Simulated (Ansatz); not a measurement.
# Cd4SbO: the cost of one run

Method: DFT PBE, scalar-relativistic, plane waves, PAW, in Ansatz 0.2.0.

## Step 1: The system as given

It takes space group F-43m (No. 216, cubic). Conventional cell: a = 8.426 Å, b = 8.426 Å, c = 8.426 Å, α = 90.00°, β = 90.00°, γ = 90.00°. Cd (site symmetry 3m) is surrounded by 6 Cd at 2.75 to 3.21 Å and 3 O at 3.47 Å. Sb (site symmetry -43m) has 12 Cd at 3.52 Å and 4 O at 3.65 Å as nearest neighbours. O (site symmetry -43m) has 12 Cd at 3.47 Å and 4 Sb at 3.65 Å as nearest neighbours.

Structure file:

```cif
data_structure
_symmetry_space_group_name_H-M 'P 1'
_symmetry_Int_Tables_number 1
_cell_length_a 5.9580
_cell_length_b 5.9580
_cell_length_c 5.9580
_cell_angle_alpha 60.000
_cell_angle_beta 60.000
_cell_angle_gamma 60.000
_cell_volume 149.55
loop_
_atom_site_label
_atom_site_type_symbol
_atom_site_fract_x
_atom_site_fract_y
_atom_site_fract_z
_atom_site_occupancy
Cd1 Cd 0.13477 0.13477 0.13477 1
Cd2 Cd 0.13477 0.13477 0.59569 1
Cd3 Cd 0.13477 0.59569 0.13477 1
Cd4 Cd 0.59569 0.13477 0.13477 1
Sb1 Sb 0.75000 0.75000 0.75000 1
O1 O 0.50000 0.50000 0.50000 1
```

The cell is invented: random cell by space group and Wyckoff sites (F-43m, No. 216). Its size is a rough estimate.

## Step 2: The guess as it stands, on a coarse mesh

input.yaml

```yaml
crystal:
  lattice:
    - [0.0, 4.21290996, 4.21290996]
    - [4.21290996, 0.0, 4.21290996]
    - [4.21290996, 4.21290996, 0.0]
  atoms:
    - { symbol: Cd, position: [0.13477159, 0.13477159, 0.13477159] }
    - { symbol: Cd, position: [0.13477159, 0.13477159, 0.59568524] }
    - { symbol: Cd, position: [0.13477159, 0.59568524, 0.13477159] }
    - { symbol: Cd, position: [0.59568524, 0.13477159, 0.13477159] }
    - { symbol: Sb, position: [0.75, 0.75, 0.75] }
    - { symbol: O, position: [0.5, 0.5, 0.5] }
basis:
  ecutwfc: 420
kpoints:
  mp_grid: { grid: [4, 4, 4] }
hamiltonian:
  xc: pbe
scf:
  occupations: { method: gaussian, width: 0.1 }
  lower_state_search: "off"
output:
  forces: true
  stress: true
  eigenvalues: true
```

Started as:

```sh
> ansatz run input.yaml --threads 1 --pin off --max-ram 2560MiB --backend cpu --events-out ev --progress --plain --runs-dir out
```

**Question.** How long does this run take on 1 thread of Intel Xeon at 2.70GHz, shared host, and how much memory does it need?

About 6.5 s, with a peak of 0.41 GiB.
